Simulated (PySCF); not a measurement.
Molecule: COGeFH3, in a box.

```
C O Ge F H
1.0
    12.00000    0.00000    0.00000
     0.00000   13.00000    0.00000
     0.00000    0.00000   12.00000
C O Ge F H
1 1 1 1 3
Direct
  0.45999 0.57180 0.53999
  0.54046 0.58152 0.45753
  0.62205 0.48186 0.38994
  0.58338 0.38337 0.47698
  0.45695 0.49162 0.57489
  0.48552 0.62143 0.60978
  0.37794 0.59625 0.51666
```

The cell isn't the ideal one: atoms moved at random, drawn with an rms of 0.05 Å.

Program: PySCF 2.14.0. Alike in all runs: task atomic charges; potentials or basis 6-31g* (all-electron); no spin polarisation; cell atoms moved at random, drawn with an rms of 0.05 Å; k mesh 1 × 1 × 1; smearing fixed.

**Question.** Order these runs on this cell by their band gap on the k mesh, lowest first.
A. level B3PW91; exxdiv ewald
B. level r2SCANh; exxdiv ewald
C. level revTPSS
D. level BP86+D3; three-body dispersion term no

**Answer.** D (3.96 eV), C (4.14 eV), B (5.13 eV), A (5.68 eV).

Caveats: this is a molecule in a periodic box at the Γ point, so its band gap is the HOMO-LUMO gap; relativity is left out, which matters for the heavier elements; the basis of atomic orbitals isn't converged, which shifts pressures, moduli and gaps.

Runs at the PBE level aren't shown here.
